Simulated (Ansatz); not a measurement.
**C3H8Si: rotation by 120° about the C2–C3 bond**

Wanted: the energy profile along the rotation by 120° about the C2–C3 bond, from relaxed end points and a band of images. SMILES of the start: CC(C)[SiH].

All numbers below are computed with Ansatz 0.2.0 (RKS PBE-D4/def2-SVP).

## Step 1: The system as given

Bond lengths: C1–C2 1.488 Å, C2–C3 1.507 Å, C2–Si4 1.823 Å, C1–H5 1.144 Å, C1–H6 1.153 Å, C1–H7 1.095 Å, C2–H8 1.107 Å, C3–H9 1.132 Å, C3–H10 1.120 Å, C3–H11 1.106 Å, Si4–H12 1.523 Å. Angles (14 of 19 angles, heavy atoms first): C1–C2–C3 108.6°, C1–C2–Si4 115.7°, C3–C2–Si4 112.0°, C1–C2–H8 105.2°, C3–C2–H8 106.6°, Si4–C2–H8 108.1°, C2–C1–H5 112.3°, C2–C1–H6 112.7°, C2–C1–H7 115.2°, C2–C3–H9 115.2°, C2–C3–H10 113.5°, C2–C3–H11 112.3°, C2–Si4–H12 110.9°, H5–C1–H6 102.9°.

Structure file:

```xyz
12

C    -0.1116    0.7943   -1.0168
C    -0.0365   -0.4979   -0.2828
C     0.8730   -0.3241    0.9061
Si   -1.6365   -1.2368    0.1824
H    -0.7691    0.7264   -1.9500
H    -0.6219    1.6260   -0.4021
H     0.8520    1.2071   -1.3345
H     0.4765   -1.1941   -0.9741
H     0.5045    0.4006    1.6932
H     1.0726   -1.2778    1.4582
H     1.8740    0.0480    0.6186
H    -2.3999   -0.3268    1.1359
```

## Step 2: Relaxing end A

The input, input.yaml:

```yaml
crystal:
  periodic: [false, false, false]
  atoms:
    - { symbol: C, position_ang: [-0.1116, 0.7943, -1.0168] }
    - { symbol: C, position_ang: [-0.0365, -0.4979, -0.2828] }
    - { symbol: C, position_ang: [0.873, -0.3241, 0.9061] }
    - { symbol: Si, position_ang: [-1.6365, -1.2368, 0.1824] }
    - { symbol: H, position_ang: [-0.7691, 0.7264, -1.95] }
    - { symbol: H, position_ang: [-0.6219, 1.626, -0.4021] }
    - { symbol: H, position_ang: [0.852, 1.2071, -1.3345] }
    - { symbol: H, position_ang: [0.4765, -1.1941, -0.9741] }
    - { symbol: H, position_ang: [0.5045, 0.4006, 1.6932] }
    - { symbol: H, position_ang: [1.0726, -1.2778, 1.4582] }
    - { symbol: H, position_ang: [1.874, 0.048, 0.6186] }
    - { symbol: H, position_ang: [-2.3999, -0.3268, 1.1359] }
basis:
  gaussian: { orbitals: def2-SVP }
hamiltonian:
  xc: pbe
  dispersion: d4
relax:
  f_tol: 0.015
  max_steps: 40
```

The run is started by

```console
$ ansatz run input.yaml --threads 2 --pin off --max-ram 3072MiB --backend cpu --events-out ev --progress --plain --runs-dir out
```

Log, cut to the lines that bear on the results:

```text
Warning: RAYON_NUM_THREADS=2 ignored (pool sized by the plan → 2); use --threads N
[...]
Functional definition: PBE
[...]
1134 factors; their error is unknown
[...]
mean field -11103.16540388 eV, -408.0338025968 hartree, gradient 1.7e-5 eV, S^2 0.000000; 0 other end points of the search recorded, 0 dependent functions left out
[...]
reference -11103.16543703 eV, -408.0338038151 hartree; 20, 20 occupied and 80, 80 virtual orbitals, 1134 factors
relax step   1: F+E_penalty+E_count = -11103.41628258 eV  Δ(F+E_penalty+E_count) = +0.000e0 eV  max|allowed force component| = 2.370e0 eV/Å  Δτ_max = 0.0000 Å  (31 SCF iters, accepted)
[...]
relax step   3: F+E_penalty+E_count = -11103.88576130 eV  Δ(F+E_penalty+E_count) = -7.202e-2 eV  max|allowed force component| = 2.405e-1 eV/Å  Δτ_max = 0.0656 Å  (28 SCF iters, accepted)
[...]
relax step   5: F+E_penalty+E_count = -11103.89949450 eV  Δ(F+E_penalty+E_count) = -3.779e-3 eV  max|allowed force component| = 1.564e-1 eV/Å  Δτ_max = 0.1278 Å  (29 SCF iters, accepted)
[...]
relax step   7: F+E_penalty+E_count = -11103.90477897 eV  Δ(F+E_penalty+E_count) = -6.299e-4 eV  max|allowed force component| = 2.334e-1 eV/Å  Δτ_max = 0.0920 Å  (30 SCF iters, accepted)
[...]
relax step   9: F+E_penalty+E_count = -11103.90811277 eV  Δ(F+E_penalty+E_count) = -3.334e-3 eV  max|allowed force component| = 8.313e-2 eV/Å  Δτ_max = 0.0495 Å  (29 SCF iters, accepted)
[...]
relax step  10: F+E_penalty+E_count = -11103.90962474 eV  Δ(F+E_penalty+E_count) = -1.512e-3 eV  max|allowed force component| = 6.646e-2 eV/Å  Δτ_max = 0.0453 Å  (29 SCF iters, accepted)
[...]
relax step  11: F+E_penalty+E_count = -11103.91269715 eV  Δ(F+E_penalty+E_count) = -3.072e-3 eV  max|allowed force component| = 1.112e-1 eV/Å  Δτ_max = 0.0688 Å  (28 SCF iters, accepted)
[...]
1134 factors; their error is unknown
[...]
```

## Step 3: More of the same log: end point A relaxed

Output, continued, cut to the lines that bear on the results:

```text
mean field -11103.66504556 eV, -408.0521640897 hartree, gradient 1.8e-5 eV, S^2 0.000000; 0 other end points of the search recorded, 0 dependent functions left out
[...]
reference -11103.66507977 eV, -408.0521653472 hartree; 20, 20 occupied and 80, 80 virtual orbitals, 1134 factors
relax step  12: F+E_penalty+E_count = -11103.91643619 eV  Δ(F+E_penalty+E_count) = -3.739e-3 eV  max|allowed force component| = 7.587e-1 eV/Å  Δτ_max = 0.1950 Å  (27 SCF iters, accepted)
[...]
relax step  18: F+E_penalty+E_count = -11104.01185622 eV  Δ(F+E_penalty+E_count) = +1.841e-3 eV  max|allowed force component| = 1.355e-1 eV/Å  Δτ_max = 0.0444 Å  (29 SCF iters, rejected (line search))
[...]
relax step  19: F+E_penalty+E_count = -11104.01433134 eV  Δ(F+E_penalty+E_count) = -6.339e-4 eV  max|allowed force component| = 6.071e-3 eV/Å  Δτ_max = 0.0164 Å  (30 SCF iters, accepted)
[...]
Atom 2 at     0.796399    -0.358287     0.908765 Å, force    -0.002648    -0.006071     0.005887 eV/Å
Atom 3 at    -1.178630    -1.517004     0.491983 Å, force    -0.001034     0.003039    -0.001554 eV/Å
Atom 4 at    -0.851477     0.783387    -2.006713 Å, force    -0.002386    -0.001852     0.000206 eV/Å
Atom 5 at    -0.861724     1.527345    -0.382692 Å, force     0.000649    -0.000878     0.001062 eV/Å
Atom 6 at     0.647664     1.507346    -1.358353 Å, force    -0.000289    -0.000186    -0.002228 eV/Å
Atom 7 at     0.699973    -1.047724    -1.162634 Å, force     0.001863     0.002816     0.000190 eV/Å
Atom 8 at     0.737200     0.644233     1.372491 Å, force     0.000535     0.001261    -0.000891 eV/Å
Atom 9 at     0.291844    -1.061886     1.695405 Å, force     0.001479     0.005116    -0.000634 eV/Å
Atom 10 at     1.834418    -0.744187     0.924295 Å, force     0.000946    -0.002101    -0.002528 eV/Å
Atom 11 at    -1.891729    -0.277397     1.094866 Å, force     0.000060    -0.002827    -0.002031 eV/Å
Dipole moment:     0.309104     0.233099    -0.031291 e Å
```

Wall time 28 s (2 threads of Intel Xeon Platinum 8375C at 2.90GHz (Ice Lake), shared host); peak memory 0.15 GiB.

Step by step:

```
step  energy from step 1 (eV)  largest force component (eV/Å)
   1                   0.0000                          2.3702
   2                  -0.3975                          0.9350
   3                  -0.4695                          0.2405
   4                  -0.4794                          0.1419
   5                  -0.4832                          0.1564
   6                  -0.4879                          0.1423
   7                  -0.4885                          0.2334
  8x                  -0.4863                          0.1618
   9                  -0.4918                          0.0831
  10                  -0.4933                          0.0665
  11                  -0.4964                          0.1112
  12                  -0.5002                          0.7587
  13                  -0.5356                          0.5324
  14                  -0.5751                          0.5744
  15                  -0.5832                          0.3804
  16                  -0.5958                          0.1192
  17                  -0.5974                          0.0449
 18x                  -0.5956                          0.1355
  19                  -0.5980                          0.0061
```

Step 1 is the start. 2 steps were tried and not accepted (marked x).

After: Bond lengths: C1–C2 1.523 Å, C2–C3 1.535 Å, C2–Si4 1.936 Å, C1–H5 1.109 Å, C1–H6 1.110 Å, C1–H7 1.113 Å, C2–H8 1.108 Å, C3–H9 1.106 Å, C3–H10 1.170 Å, C3–H11 1.108 Å, Si4–H12 1.552 Å. Angles (14 of 19 angles, heavy atoms first): C1–C2–C3 115.5°, C1–C2–Si4 122.7°, C3–C2–Si4 83.3°, C1–C2–H8 111.3°, C3–C2–H8 110.5°, Si4–C2–H8 110.6°, C2–C1–H5 111.2°, C2–C1–H6 111.0°, C2–C1–H7 112.2°, C2–C3–H9 113.0°, C2–C3–H10 112.3°, C2–C3–H11 114.7°, C2–Si4–H12 92.7°, H5–C1–H6 107.2°.

## Step 4: Relaxing end B

The second end starts from a geometry with the move made by hand.

Edit input.yaml of step 2 so:

```diff
@@ -11,5 +11,5 @@
     - { symbol: H, position_ang: [0.4765, -1.1941, -0.9741] }
-    - { symbol: H, position_ang: [0.5045, 0.4006, 1.6932] }
-    - { symbol: H, position_ang: [1.0726, -1.2778, 1.4582] }
-    - { symbol: H, position_ang: [1.874, 0.048, 0.6186] }
+    - { symbol: H, position_ang: [1.07722, -1.26622, 1.49874] }
+    - { symbol: H, position_ang: [1.88377, 0.07772, 0.6395] }
+    - { symbol: H, position_ang: [0.46999, 0.39675, 1.64167] }
     - { symbol: H, position_ang: [-2.3999, -0.3268, 1.1359] }
@@ -23 +23,3 @@
   max_steps: 40
+output:
+  orbitals: {}
```

The run is started by

```console
$ ansatz run input.yaml --threads 2 --pin off --max-ram 3072MiB --backend cpu --events-out ev --progress --plain --runs-dir out
```

Log, cut to the lines that bear on the results:

```text
Warning: RAYON_NUM_THREADS=2 ignored (pool sized by the plan → 2); use --threads N
[...]
[... 1 set-up line as earlier in the session ...]
[...]
1134 factors; their error is unknown
[...]
mean field -11103.16882893 eV, -408.0339284650 hartree, gradient 1.7e-5 eV, S^2 0.000000; 0 other end points of the search recorded, 0 dependent functions left out
[...]
reference -11103.16886206 eV, -408.0339296826 hartree; 20, 20 occupied and 80, 80 virtual orbitals, 1134 factors
relax step   1: F+E_penalty+E_count = -11103.41979215 eV  Δ(F+E_penalty+E_count) = +0.000e0 eV  max|allowed force component| = 2.356e0 eV/Å  Δτ_max = 0.0000 Å  (31 SCF iters, accepted)
[...]
relax step   4: F+E_penalty+E_count = -11103.89803026 eV  Δ(F+E_penalty+E_count) = -1.128e-2 eV  max|allowed force component| = 8.440e-2 eV/Å  Δτ_max = 0.0781 Å  (29 SCF iters, accepted)
[...]
relax step   7: F+E_penalty+E_count = -11103.88786345 eV  Δ(F+E_penalty+E_count) = +1.387e-2 eV  max|allowed force component| = 6.870e-1 eV/Å  Δτ_max = 0.1938 Å  (33 SCF iters, rejected (line search))
[...]
relax step  10: F+E_penalty+E_count = -11103.90774566 eV  Δ(F+E_penalty+E_count) = -1.950e-3 eV  max|allowed force component| = 4.953e-2 eV/Å  Δτ_max = 0.0487 Å  (29 SCF iters, accepted)
[...]
relax step  12: F+E_penalty+E_count = -11103.91223520 eV  Δ(F+E_penalty+E_count) = -3.381e-3 eV  max|allowed force component| = 5.131e-2 eV/Å  Δτ_max = 0.0750 Å  (29 SCF iters, accepted)
[...]
relax step  13: F+E_penalty+E_count = -11103.91619871 eV  Δ(F+E_penalty+E_count) = -3.964e-3 eV  max|allowed force component| = 1.638e-1 eV/Å  Δτ_max = 0.0893 Å  (30 SCF iters, accepted)
[...]
1134 factors; their error is unknown
mean field -11103.67455291 eV, -408.0525134784 hartree, gradient 7.7e-6 eV, S^2 0.000000; 0 other end points of the search recorded, 0 dependent functions left out
[...]
reference -11103.67458724 eV, -408.0525147399 hartree; 20, 20 occupied and 80, 80 virtual orbitals, 1134 factors
```

## Step 5: The log goes on: end point B relaxed

Output, continued:

```text
relax step  14: F+E_penalty+E_count = -11103.92620562 eV  Δ(F+E_penalty+E_count) = -1.001e-2 eV  max|allowed force component| = 7.075e-1 eV/Å  Δτ_max = 0.1673 Å  (28 SCF iters, accepted)
these checks for a lower state are left out or cut short: starts, cluster_reference, orbital_swaps, neighbouring_geometries, increment
1134 factors; their error is unknown
mean field -11103.69649471 eV, -408.0533198247 hartree, gradient 6.4e-6 eV, S^2 0.000000; 0 other end points of the search recorded, 0 dependent functions left out
the calculation of the forces begins
reference -11103.69652940 eV, -408.0533210998 hartree; 20, 20 occupied and 80, 80 virtual orbitals, 1134 factors
relax step  15: F+E_penalty+E_count = -11103.94822356 eV  Δ(F+E_penalty+E_count) = -2.202e-2 eV  max|allowed force component| = 1.066e0 eV/Å  Δτ_max = 0.1676 Å  (29 SCF iters, accepted)
these checks for a lower state are left out or cut short: starts, cluster_reference, orbital_swaps, neighbouring_geometries, increment
1134 factors; their error is unknown
mean field -11103.72109054 eV, -408.0542237050 hartree, gradient 7.7e-6 eV, S^2 0.000000; 0 other end points of the search recorded, 0 dependent functions left out
the calculation of the forces begins
reference -11103.72112538 eV, -408.0542249854 hartree; 20, 20 occupied and 80, 80 virtual orbitals, 1134 factors
relax step  16: F+E_penalty+E_count = -11103.97040598 eV  Δ(F+E_penalty+E_count) = -2.218e-2 eV  max|allowed force component| = 9.252e-1 eV/Å  Δτ_max = 0.1579 Å  (30 SCF iters, accepted)
these checks for a lower state are left out or cut short: starts, cluster_reference, orbital_swaps, neighbouring_geometries, increment
1134 factors; their error is unknown
mean field evaluation 128: about -11103.6356 eV, gradient 5.9e0 eV
mean field -11103.71681999 eV, -408.0540667652 hartree, gradient 7.3e-6 eV, S^2 0.000000; 0 other end points of the search recorded, 0 dependent functions left out
the calculation of the forces begins
reference -11103.71685493 eV, -408.0540680490 hartree; 20, 20 occupied and 80, 80 virtual orbitals, 1134 factors
relax step  17: F+E_penalty+E_count = -11103.96721335 eV  Δ(F+E_penalty+E_count) = +3.193e-3 eV  max|allowed force component| = 6.306e-1 eV/Å  Δτ_max = 0.1383 Å  (29 SCF iters, rejected (line search))
these checks for a lower state are left out or cut short: starts, cluster_reference, orbital_swaps, neighbouring_geometries, increment
1134 factors; their error is unknown
mean field -11103.75814658 eV, -408.0555854893 hartree, gradient 1.9e-5 eV, S^2 0.000000; 0 other end points of the search recorded, 0 dependent functions left out
the calculation of the forces begins
reference -11103.75818136 eV, -408.0555867675 hartree; 20, 20 occupied and 80, 80 virtual orbitals, 1134 factors
relax step  18: F+E_penalty+E_count = -11104.00887872 eV  Δ(F+E_penalty+E_count) = -3.847e-2 eV  max|allowed force component| = 1.668e-1 eV/Å  Δτ_max = 0.0682 Å  (31 SCF iters, accepted)
these checks for a lower state are left out or cut short: starts, cluster_reference, orbital_swaps, neighbouring_geometries, increment
1134 factors; their error is unknown
mean field -11103.76295307 eV, -408.0557621244 hartree, gradient 2.1e-5 eV, S^2 0.000000; 0 other end points of the search recorded, 0 dependent functions left out
the calculation of the forces begins
reference -11103.76298789 eV, -408.0557634041 hartree; 20, 20 occupied and 80, 80 virtual orbitals, 1134 factors
relax step  19: F+E_penalty+E_count = -11104.01340534 eV  Δ(F+E_penalty+E_count) = -4.527e-3 eV  max|allowed force component| = 3.749e-2 eV/Å  Δτ_max = 0.0485 Å  (29 SCF iters, accepted)
these checks for a lower state are left out or cut short: starts, cluster_reference, orbital_swaps, neighbouring_geometries, increment
1134 factors; their error is unknown
mean field -11103.76133005 eV, -408.0557024795 hartree, gradient 1.9e-5 eV, S^2 0.000000; 0 other end points of the search recorded, 0 dependent functions left out
the calculation of the forces begins
reference -11103.76136483 eV, -408.0557037576 hartree; 20, 20 occupied and 80, 80 virtual orbitals, 1134 factors
relax step  20: F+E_penalty+E_count = -11104.01202278 eV  Δ(F+E_penalty+E_count) = +1.383e-3 eV  max|allowed force component| = 1.292e-1 eV/Å  Δτ_max = 0.0273 Å  (29 SCF iters, rejected (line search))
these checks for a lower state are left out or cut short: starts, cluster_reference, orbital_swaps, neighbouring_geometries, increment
1134 factors; their error is unknown
mean field evaluation 160: about -11103.7635 eV, gradient 1.8e-3 eV
mean field -11103.76349385 eV, -408.0557819978 hartree, gradient 1.9e-5 eV, S^2 0.000000; 0 other end points of the search recorded, 0 dependent functions left out
the calculation of the forces begins
reference -11103.76352866 eV, -408.0557832769 hartree; 20, 20 occupied and 80, 80 virtual orbitals, 1134 factors
relax step  21: F+E_penalty+E_count = -11104.01407886 eV  Δ(F+E_penalty+E_count) = -6.735e-4 eV  max|allowed force component| = 1.535e-2 eV/Å  Δτ_max = 0.0133 Å  (30 SCF iters, accepted)
these checks for a lower state are left out or cut short: starts, cluster_reference, orbital_swaps, neighbouring_geometries, increment
1134 factors; their error is unknown
mean field -11103.76365469 eV, -408.0557879086 hartree, gradient 1.9e-5 eV, S^2 0.000000; 0 other end points of the search recorded, 0 dependent functions left out
the calculation of the forces begins
reference -11103.76368949 eV, -408.0557891876 hartree; 20, 20 occupied and 80, 80 virtual orbitals, 1134 factors
relax step  22: F+E_penalty+E_count = -11104.01430842 eV  Δ(F+E_penalty+E_count) = -2.296e-4 eV  max|allowed force component| = 1.079e-2 eV/Å  Δτ_max = 0.0154 Å  (30 SCF iters, accepted)
1134 factors; their error is unknown
mean field -11103.76365469 eV, -408.0557879086 hartree, gradient 2.3e-5 eV, S^2 0.000000; 1 other end points of the search recorded, 0 dependent functions left out
the calculation of the forces begins
reference -11103.76368949 eV, -408.0557891876 hartree; 20, 20 occupied and 80, 80 virtual orbitals, 1134 factors
Total energy: -11104.01434323 eV, -408.0650005423 hartree
Atom 0 at    -0.253254     0.914972    -1.085973 Å, force    -0.004959    -0.002179    -0.002549 eV/Å
Atom 1 at     0.110146    -0.425132    -0.458973 Å, force     0.002114     0.010792     0.004177 eV/Å
Atom 2 at     0.790816    -0.349333     0.914919 Å, force     0.005196    -0.007662     0.006596 eV/Å
Atom 3 at    -1.176585    -1.515103     0.491452 Å, force    -0.005063    -0.010687    -0.000124 eV/Å
Atom 4 at    -0.851889     0.775338    -2.009153 Å, force     0.000381     0.002685    -0.000305 eV/Å
Atom 5 at    -0.862492     1.527260    -0.388942 Å, force    -0.000060     0.001936     0.000169 eV/Å
Atom 6 at     0.646112     1.507163    -1.366324 Å, force     0.000419    -0.002445     0.000684 eV/Å
Atom 7 at     0.710598    -1.044587    -1.154987 Å, force    -0.004984    -0.001291     0.001797 eV/Å
Atom 8 at     0.285806    -1.054855     1.700254 Å, force     0.001320     0.008895    -0.005457 eV/Å
Atom 9 at     1.830520    -0.730342     0.936822 Å, force     0.002115    -0.000492     0.001216 eV/Å
Atom 10 at     0.723720     0.653779     1.376216 Å, force     0.002120     0.000737    -0.000361 eV/Å
Atom 11 at    -1.896518    -0.276812     1.088700 Å, force     0.001400    -0.000289    -0.005844 eV/Å
Dipole moment:     0.309021     0.234711    -0.030228 e Å
```

It took 32 s on 2 threads of Intel Xeon Platinum 8375C at 2.90GHz (Ice Lake), shared host; peak memory 0.15 GiB.

Relaxation path:

```
step  energy from step 1 (eV)  largest force component (eV/Å)
   1                   0.0000                          2.3563
   2                  -0.3967                          0.9333
   3                  -0.4670                          0.2373
   4                  -0.4782                          0.0844
   5                  -0.4791                          0.1295
   6                  -0.4819                          0.0527
  7x                  -0.4681                          0.6870
   8                  -0.4860                          0.0637
  9x                  -0.4851                          0.2573
  10                  -0.4880                          0.0495
  11                  -0.4891                          0.0338
  12                  -0.4924                          0.0513
  13                  -0.4964                          0.1638
  14                  -0.5064                          0.7075
  15                  -0.5284                          1.0661
  16                  -0.5506                          0.9252
 17x                  -0.5474                          0.6306
  18                  -0.5891                          0.1668
  19                  -0.5936                          0.0375
 20x                  -0.5922                          0.1292
  21                  -0.5943                          0.0154
  22                  -0.5945                          0.0108
```

Step 1 is the start. 4 steps were tried and not accepted (marked x).

After: Bond lengths: C1–C2 1.524 Å, C2–C3 1.535 Å, C2–Si4 1.936 Å, C1–H5 1.109 Å, C1–H6 1.110 Å, C1–H7 1.113 Å, C2–H8 1.108 Å, C3–H9 1.170 Å, C3–H10 1.108 Å, C3–H11 1.106 Å, Si4–H12 1.552 Å. Angles (14 of 19 angles, heavy atoms first): C1–C2–C3 115.5°, C1–C2–Si4 122.6°, C3–C2–Si4 83.3°, C1–C2–H8 111.2°, C3–C2–H8 110.4°, Si4–C2–H8 110.7°, C2–C1–H5 111.1°, C2–C1–H6 111.0°, C2–C1–H7 112.3°, C2–C3–H9 112.3°, C2–C3–H10 114.6°, C2–C3–H11 113.0°, C2–Si4–H12 92.8°, H5–C1–H6 107.2°.

(Part 1 of 2 ends here.)
